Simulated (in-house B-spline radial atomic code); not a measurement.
# Zr: numerical settings, good and bad

Aim: try Zr with numerical settings changed, some of them on purpose beyond sense, against a run with standard settings.

Method: scalar-relativistic (spin-free one-electron X2C) TPSS, spherical fractional occupations, Fermi nucleus, basis-set limit. Code: in-house B-spline radial atomic code version 1.

### Step 1. What is computed

- element: zirconium (Z = 40)
- charge: 0
- electrons: 40
- configuration: [Kr] 4d2 5s2
- Hamiltonian: scalar-relativistic (X2C)
- nucleus: Fermi, rms radius 4.269 fm

The outer shells:

[Kr] 4d2 5s2
```
[Kr] core
4d [↑ ][↑ ][  ][  ][  ]
5s [↑↓]
```

The boxes only draw the filling; these runs are spin-restricted and spherical.

A run counts as converged when the orbital gradient is under the tolerance times 40 hartree (or under the basis's noise floor) and the energy moved by less than 1e-8 hartree times the root of its size. Energy differences under 1e-05 hartree are noise.

Settings of the run:

```ini
Z = 40
electrons = 40.0
configuration = [Kr] 4d2 5s2
hamiltonian = x2c
method = tpss,tpss
spin_polarised = False
nucleus = fermi
rms_radius = 4.2694
mass_number = 90
atomic_mass = 89.904698755
speed_of_light = 137.035999084
knot_spacing = 0.22
spline_order = 8
gauss_points = 12
box_radius = 50
max_iterations = 70
damping = 0.5
damped_steps = 3
diis_vectors = 10
tolerance = 1e-08
start = Thomas-Fermi
```

From the earlier run of the reference: total energy -3598.093872 hartree. Levels, eight at most:

```csv
orbital,occupation,energy (eV),<r> (bohr)
2p,6,-2202.22,0.1415
3s,2,-406.75,0.4579
3p,6,-318.79,0.4619
3d,10,-174.78,0.4529
4s,2,-55.069,1.215
4p,6,-32.812,1.369
5s,2,-4.434,3.733
4d,2,-3.534,2.304
```

### Step 2. Knot spacing (logarithmic) 0.3; Gauss points an interval 16; cap on iterations 75; damping (share of the old matrix) 0.8

Settings of the run:

```ini
Z = 40
electrons = 40.0
configuration = [Kr] 4d2 5s2
hamiltonian = x2c
method = tpss,tpss
spin_polarised = False
nucleus = fermi
rms_radius = 4.2694
mass_number = 90
atomic_mass = 89.904698755
speed_of_light = 137.035999084
knot_spacing = 0.3
spline_order = 8
gauss_points = 16
box_radius = 50
max_iterations = 75
damping = 0.8
damped_steps = 3
diis_vectors = 10
tolerance = 1e-08
start = Thomas-Fermi
```

The run is started by

```console
$ python run_scf.py task.json out
```

One command runs all members of the session, one after another, from task.json.

### Step 3. Box radius 200; cap on iterations 5; damping (share of the old matrix) 0; number of DIIS vectors 0

Settings of the run:

```ini
Z = 40
electrons = 40.0
configuration = [Kr] 4d2 5s2
hamiltonian = x2c
method = tpss,tpss
spin_polarised = False
nucleus = fermi
rms_radius = 4.2694
mass_number = 90
atomic_mass = 89.904698755
speed_of_light = 137.035999084
knot_spacing = 0.22
spline_order = 8
gauss_points = 12
box_radius = 200
max_iterations = 5
damping = 0
damped_steps = 3
diis_vectors = 0
tolerance = 1e-08
start = Thomas-Fermi
```

### Step 4. Knot spacing (logarithmic) 0.4; box radius 100; cap on iterations 60; convergence tolerance 1e-10

Settings of the run:

```ini
Z = 40
electrons = 40.0
configuration = [Kr] 4d2 5s2
hamiltonian = x2c
method = tpss,tpss
spin_polarised = False
nucleus = fermi
rms_radius = 4.2694
mass_number = 90
atomic_mass = 89.904698755
speed_of_light = 137.035999084
knot_spacing = 0.4
spline_order = 8
gauss_points = 12
box_radius = 100
max_iterations = 60
damping = 0.5
damped_steps = 3
diis_vectors = 10
tolerance = 1e-10
start = Thomas-Fermi
```

Which of these runs converge to the reference energy, which miss it and by about how much, and which fail?

The runs gave:

| run | outcome | iterations | energy less the reference (hartree) |
| --- | --- | --- | --- |
| reference | converged | 9 | 0 |
| knot spacing (logarithmic) 0.3; Gauss points an interval 16; cap on iterations 75; damping (share of the old matrix) 0.8 | converged | 9 | +0.000202 |
| box radius 200; cap on iterations 5; damping (share of the old matrix) 0; number of DIIS vectors 0 | not converged | 5 | - |
| knot spacing (logarithmic) 0.4; box radius 100; cap on iterations 60; convergence tolerance 1e-10 | converged | 9 | +0.000856 |

What this shows: Of 3 changed inputs, 2 converged to another value and 1 did not converge. The worst converged miss is +0.000856 hartree (knot spacing (logarithmic) 0.4; box radius 100; cap on iterations 60; convergence tolerance 1e-10): that the iterations converge says nothing of the basis, the quadrature or the box.
